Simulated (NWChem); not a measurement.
# One shape, several levels: C2H7Sb (SMILES C[CH2][SbH2])

Aim: a comparison of 3 runs (HF/STO-3G, HF/3-21G, BLYP/def2-TZVP) of C2H7Sb. 

Program for the calculation: NWChem 7.3.0.

1 further run of the same task is left out (set aside as unsound or not needed).

### 1 The structure to begin with

C2H7Sb: 10 atoms, total charge 0, spin state singlet. As SMILES, `C[CH2][SbH2]`. Geometry: relaxed at PBE0-D4/def2-TZVP. This is one conformer, not always the lowest.

Bond lengths: C1–C2 1.516 Å, C2–Sb3 2.169 Å, C1–H4 1.095 Å, C1–H5 1.092 Å, C1–H6 1.092 Å, C2–H7 1.093 Å, C2–H8 1.093 Å, Sb3–H9 1.712 Å, Sb3–H10 1.712 Å. Some angles: C1–C2–Sb3 115.3°, C1–C2–H7 111.5°, C1–C2–H8 111.5°, Sb3–C2–H7 105.7°, Sb3–C2–H8 105.7°, C2–C1–H4 111.2°, C2–C1–H5 111.4°, C2–C1–H6 111.4°, C2–Sb3–H9 93.6°, C2–Sb3–H10 93.6°.

### 2 Energy and forces at HF/STO-3G (run 1)

Input file c2h7sb.nw:

```
START c2h7sb
TITLE "C2H7Sb hf"
memory total 2200 mb
GEOMETRY noautosym nocenter noautoz
   C     -0.848400     0.421500    -0.582200
   C     -0.064100    -0.815600    -0.189700
   Sb     1.610500    -0.466400     1.144500
   H     -1.675600     0.169500    -1.254300
   H     -0.214400     1.148900    -1.094400
   H     -1.271900     0.918800     0.293400
   H      0.355300    -1.317800    -1.065500
   H     -0.698600    -1.547200     0.317400
   H      0.710800     0.557100     2.180900
   H      2.179600     0.880000     0.253000
END
BASIS spherical bse
   * library STO-3G
END
SCF
   thresh 1e-08
   maxiter 80
END
TASK scf gradient
```

Launch:

```
$ nwchem c2h7sb.nw > c2h7sb.out
```

Log:

```text
[...]
  functions       =    44
[...]
  wavefunction    = RHF
[...]
         Total SCF energy =  -6330.243801478670
      One-electron energy =  -9225.149904189109
      Two-electron energy =   2651.260405340890
 Nuclear repulsion energy =    243.645697369550
        Time for solution =      3.6s
[...]
                         RHF ENERGY GRADIENTS
    atom               coordinates                        gradient
                 x          y          z           x          y          z
   1 C      -1.603244   0.796520  -1.100198    0.013464  -0.016913   0.007488
   2 C      -0.121131  -1.541261  -0.358481   -0.025517   0.026351  -0.015002
   3 Sb      3.043404  -0.881368   2.162791    0.014107  -0.042509   0.003653
   4 H      -3.166425   0.320309  -2.370283   -0.004715  -0.001629  -0.003862
   5 H      -0.405157   2.171106  -2.068116    0.003039   0.003901  -0.001701
   6 H      -2.403542   1.736280   0.554446   -0.001368   0.002926   0.004071
   7 H       0.671420  -2.490281  -2.013503    0.008872  -0.004822  -0.002463
   8 H      -1.320163  -2.923784   0.599799    0.000920  -0.006519   0.007981
   9 H       1.343217   1.052766   4.121303   -0.014258   0.017429   0.012857
  10 H       4.118847   1.662959   0.478101    0.005455   0.021786  -0.013022
[...]
```

Run time: 5.4 s. Hardware: 1 thread of AMD EPYC 9R45 (Zen 5), shared host; peak memory 0.1 GiB.

### 3 Energy and forces at HF/3-21G (run 2)

Input file run.py:

```python
from ase import Atoms
from ase.calculators.nwchem import NWChem

mol = Atoms(['C', 'C', 'Sb', 'H', 'H', 'H', 'H', 'H', 'H', 'H'], positions=[
    [-0.848400, 0.421500, -0.582200],
    [-0.064100, -0.815600, -0.189700],
    [1.610500, -0.466400, 1.144500],
    [-1.675600, 0.169500, -1.254300],
    [-0.214400, 1.148900, -1.094400],
    [-1.271900, 0.918800, 0.293400],
    [0.355300, -1.317800, -1.065500],
    [-0.698600, -1.547200, 0.317400],
    [0.710800, 0.557100, 2.180900],
    [2.179600, 0.880000, 0.253000],
])

calc = NWChem(
    label='input',
    theory='scf',
    memory='2200 mb',
    basis='3-21G',
    basispar='spherical bse',
    scf={'nopen': '0', 'rhf': None, 'thresh': '1e-08', 'maxiter': '80'},
)
mol.calc = calc

forces = mol.get_forces()
e = mol.get_potential_energy()
print(f"E = {e:.6f} eV")
print("forces (eV/A):")
for s, f in zip(mol.symbols, forces):
    print(f"{s:2s} {f[0]:10.5f} {f[1]:10.5f} {f[2]:10.5f}")
print("dipole (e A):", mol.get_dipole_moment().round(4))
```

Launch:

```
$ export ASE_NWCHEM_COMMAND="nwchem PREFIX.nwi > PREFIX.nwo"
$ python run.py
```

Log:

```text
E = -173200.750852 eV
forces (eV/A):
C    -0.50414    0.75529   -0.26009
C     0.25968   -1.00983    0.02736
Sb    0.16609   -0.07965    0.11215
H     0.23906    0.05132    0.19067
H    -0.16321   -0.21145    0.11611
H     0.09739   -0.15411   -0.22543
H    -0.25454    0.14501    0.15190
H     0.04921    0.20975   -0.24708
H    -0.12881    0.10696    0.30869
H     0.23927    0.18666   -0.17422
dipole (e A): [-0.1269 -0.0482 -0.1048]
```

The calculator wrote input.nwi:

```
title "input"

permanent_dir input

scratch_dir input

start input

geometry units angstrom nocenter noautosym noautoz
  C  -8.4840000000000004e-01 4.2149999999999999e-01 -5.8220000000000005e-01
  C  -6.4100000000000004e-02 -8.1559999999999999e-01 -1.8970000000000001e-01
  Sb 1.6105000000000000e+00 -4.6639999999999998e-01 1.1445000000000001e+00
  H  -1.6756000000000000e+00 1.6950000000000001e-01 -1.2543000000000000e+00
  H  -2.1440000000000001e-01 1.1489000000000000e+00 -1.0944000000000000e+00
  H  -1.2719000000000000e+00 9.1879999999999995e-01 2.9339999999999999e-01
  H  3.5530000000000000e-01 -1.3178000000000001e+00 -1.0654999999999999e+00
  H  -6.9860000000000000e-01 -1.5471999999999999e+00 3.1740000000000002e-01
  H  7.1079999999999999e-01 5.5710000000000004e-01 2.1808999999999998e+00
  H  2.1796000000000002e+00 8.8000000000000000e-01 2.5300000000000000e-01
end

memory 2200 mb

basis spherical bse noprint
   * library 3-21G
end

scf
  nopen 0
  rhf
  thresh 1e-08
  maxiter 80
end

task scf gradient
```

input.nwo:

```text
Northwest Computational Chemistry Package (NWChem) 7.3.0
             --------------------------------------------------------

           Job information
           ---------------

    nwchem branch   = 7.3.0
    use scalapack   = T
    input           = input.nwi
    prefix          = input.
    data base       = input/input.db
    status          = startup
    nproc           =        1

           Memory information
           ------------------

[... 5 lines left out ...]
    hardfail = no
[... 136 lines left out ...]
         Quadratically convergent ROHF
[... 14 lines left out ...]
       Final RHF  results
[... 4 lines left out ...]
      Two-electron energy =   2647.670179958796
[... 54 lines left out ...]
                       ROHF Final Molecular Orbital Analysis
[... 226 lines left out ...]
                 ----------------------------------------
                 |  Time  |  1-e(secs)   |  2-e(secs)   |
                 ----------------------------------------
                 |  CPU   |       0.00   |       0.91   |
                 ----------------------------------------
                 |  WALL  |       0.00   |       0.91   |
                 ----------------------------------------

 Task  times  cpu:        5.2s     wall:        5.2s
 Total times  cpu:        5.2s     wall:        5.2s
```

Wall time 6.3 s (1 thread of AMD EPYC 9R45 (Zen 5), shared host); peak memory 0.1 GiB.

### 4 Energy and gradient at BLYP/def2-TZVP (core potential) (run 3)

Input file sp.nw:

```
start sp
title "C2H7Sb"
memory stack 880 mb heap 220 mb global 1100 mb

geometry units angstroms noautosym nocenter noautoz
C     -0.848400     0.421500    -0.582200
C     -0.064100    -0.815600    -0.189700
Sb     1.610500    -0.466400     1.144500
H     -1.675600     0.169500    -1.254300
H     -0.214400     1.148900    -1.094400
H     -1.271900     0.918800     0.293400
H      0.355300    -1.317800    -1.065500
H     -0.698600    -1.547200     0.317400
H      0.710800     0.557100     2.180900
H      2.179600     0.880000     0.253000
end

basis spherical bse
* library def2-TZVP
end

ecp bse
Sb library def2-TZVP
end

dft
xc becke88 lyp
grid fine
convergence energy 1e-08
maxiter 100
mulliken
end

task dft gradient
```

Launch:

```
$ nwchem sp.nw > sp.out
```

Log:

```text
[...]
          Wavefunction type:  closed shell.
          No. of atoms     :    10
          No. of electrons :    42
[...]
          Charge           :     0
          Spin multiplicity:     1
[...]
          AO basis - number of functions:   154
[...]
              XC Information
              --------------
                    Becke 1988 Exchange Functional  1.000
              Lee-Yang-Parr Correlation Functional  1.000
[...]
 d= 0,ls=0.0,diis     1   -320.5385036279 -4.54D+02  5.99D-03  5.26D-01     6.3
[...]
 d= 0,ls=0.0,diis    10   -320.5797378111 -5.12D-09  2.58D-07  3.67D-09    51.7
         Total DFT energy =     -320.579737811142
      One electron energy =     -791.947110851148
           Coulomb energy =      370.730539993864
    Exchange-Corr. energy =      -32.736373634505
 Nuclear repulsion energy =      133.373206680646
[...]
      Total Density - Mulliken Population Analysis
     ---------------------------------------------
    Atom       Charge   Shell Charges
 -----------   ------   -------------------------------------------------------
    1 C    6     6.29   0.85  1.12  0.53  0.62  0.15  1.37  1.16  0.44  0.02  0.03  0.00
    2 C    6     6.39   0.85  1.12  0.53  0.66  0.15  1.33  1.24  0.45  0.01  0.05  0.00
    3 Sb  23    22.70   0.16 -0.68  1.64  0.88  1.17  0.63 -0.47  6.44  1.06  1.27  0.47  8.93  1.06  0.10  0.00  0.02
    4 H    1     0.90   0.28  0.48  0.12  0.02
    5 H    1     0.89   0.28  0.48  0.11  0.02
    6 H    1     0.89   0.28  0.48  0.11  0.02
    7 H    1     0.90   0.28  0.48  0.11  0.02
    8 H    1     0.90   0.28  0.48  0.11  0.02
    9 H    1     1.07   0.24  0.54  0.28  0.01
   10 H    1     1.07   0.24  0.54  0.28  0.01
[...]
  wavefunction    = closed shell
[...]
```

Run time: 67 s. Hardware: 1 thread of AMD EPYC 9R45 (Zen 5), shared host; peak memory 0.15 GiB.

### 5 All runs side by side

```csv
run,level,iteration cap,module,energy (Eh),dipole moment (D),HOMO energy (eV),LUMO energy (eV),wall time
1,HF/STO-3G,80,scf,-6330.243801,0.63,-6.54,8.97,5.4 s
2,HF/3-21G,80,scf,-6365.010246,0.82,-8.94,3.23,6.3 s
3,BLYP/def2-TZVP (core potential),100,dft,-320.579738,0.91,-5.78,-0.87,67 s
```

### 6 What came out

| quantity | value |
| --- | --- |
| run 3: total energy | -320.57974 Eh |
| run 3: dipole moment | 0.91 D |
| run 3: HOMO energy | -5.78 eV |
| run 3: LUMO energy | -0.87 eV |
| run 3: HOMO–LUMO gap | 4.91 eV |
| run 3: largest force on an atom | 0.816 eV/Å |

The dipole moment (its size) runs from 0.63 D (HF/STO-3G) to 0.91 D (BLYP/def2-TZVP). The two ends differ in method and basis and core potential. The HOMO–LUMO gap runs from 4.91 eV (BLYP/def2-TZVP) to 15.51 eV (HF/STO-3G). Some runs of one species differ in core potentials or relativity; totals across that change don't compare. In run 1 the basis is minimal, so the values are rough. In runs 1, 2 relativity is left out where basis or elements ask for it. All runs together took 78 s, the longest 67 s.
